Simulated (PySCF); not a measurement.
# InF: changing the method

What do other methods print for InF?

Method: method and basis as typed in the scripts; program: PySCF 2.14.0.

2 further runs of the same task are left out: 2 that didn't finish.

## (1) Where the work starts

InF: 2 atoms, charge 0, spin multiplicity 1.

Bond lengths: In1–F2 2.005 Å.

## (2) Base script

input.py

```python
from pyscf import gto, scf, mp

mol = gto.M(
    atom='In 0 0 0; F 0 0 2.005',
    basis='crenbl',
    ecp={'In': 'crenbl', 'F': 'crenbl'},
    charge=0,
    spin=0,
    verbose=4,
)
mf = scf.RHF(mol)
mf.kernel()
mp.MP2(mf).kernel()
mf.dip_moment()
print('orbital energies (hartree):', mf.mo_energy[..., max(0, mol.nelec[1]-3):mol.nelec[0]+3].round(4))
```

On the command line:

```bash
$ OMP_NUM_THREADS=1 python input.py
```

The log of this run is left out.

It gives: E(SCF) = -80.611983 Eh, 9 cycles, E(MP2) − E(SCF) = -0.35159 Eh, μ = 3.55 D (of the SCF density).

The bond length is a typed value, not an optimised one.

## (3) CASSCF

Run 1 changes step after the SCF: mp2 → casscf; active space: none → 4 electrons in 4 orbitals.

input.py

```python
from pyscf import gto, scf, mcscf

mol = gto.M(
    atom='In 0 0 0; F 0 0 2.005',
    basis='crenbl',
    ecp={'In': 'crenbl', 'F': 'crenbl'},
    charge=0,
    spin=0,
    verbose=4,
)
mf = scf.RHF(mol)
mf.kernel()
mc = mcscf.CASSCF(mf, 4, 4)
mc.kernel()
mc.analyze()
mf.dip_moment()
print('orbital energies (hartree):', mf.mo_energy[..., max(0, mol.nelec[1]-3):mol.nelec[0]+3].round(4))
```

On the command line:

```bash
$ OMP_NUM_THREADS=1 python input.py
```

## (4) TDHF

Run 2 changes step after the SCF: mp2 → tddft; number of roots: none → 4.

input.py, as its differences from that of step 2:

```diff
@@ -1,2 +1,2 @@
-from pyscf import gto, scf, mp
+from pyscf import gto, scf, tdscf
 
@@ -12,3 +12,6 @@
 mf.kernel()
-mp.MP2(mf).kernel()
+td = tdscf.TDHF(mf)
+td.nstates = 4
+td.kernel()
+td.analyze(verbose=3)
 mf.dip_moment()
```

## (5) Olyp (RKS)

Run 3 changes functional: none (Hartree–Fock) → olyp; SCF type: RHF → RKS; step after the SCF: mp2 → analyze.

input.py, as its differences from that of step 2:

```diff
@@ -1,2 +1,2 @@
-from pyscf import gto, scf, mp
+from pyscf import gto, dft
 
@@ -10,5 +10,5 @@
 )
-mf = scf.RHF(mol)
+mf = dft.RKS(mol, xc='olyp')
 mf.kernel()
-mp.MP2(mf).kernel()
+mf.mulliken_pop()
 mf.dip_moment()
```

What does the calculation give? Wanted: for each run, E(SCF); from base; gap; SCF dipole; after the SCF.

The runs gave:

```csv
run,E(SCF) (hartree),from base (eV),cycles,gap (eV),SCF dipole (D),after the SCF
base,-80.611983,0,9,10.15,3.55,MP2 correlation -9.567 eV
CASSCF,-80.611983,0.0000,9,10.15,3.55,CASSCF correlation -0.774 eV
TDHF,-80.611983,0.0000,9,10.15,3.55,lowest root found 5.21 eV
olyp (RKS),-82.913919,not comparable,11,4.05,3.30,n/a
```

**Reading.** Total energies of different functionals can't be compared with each other; differences within one functional can. The dearest run is “CASSCF”, at 7.8 s against 0.74 s.
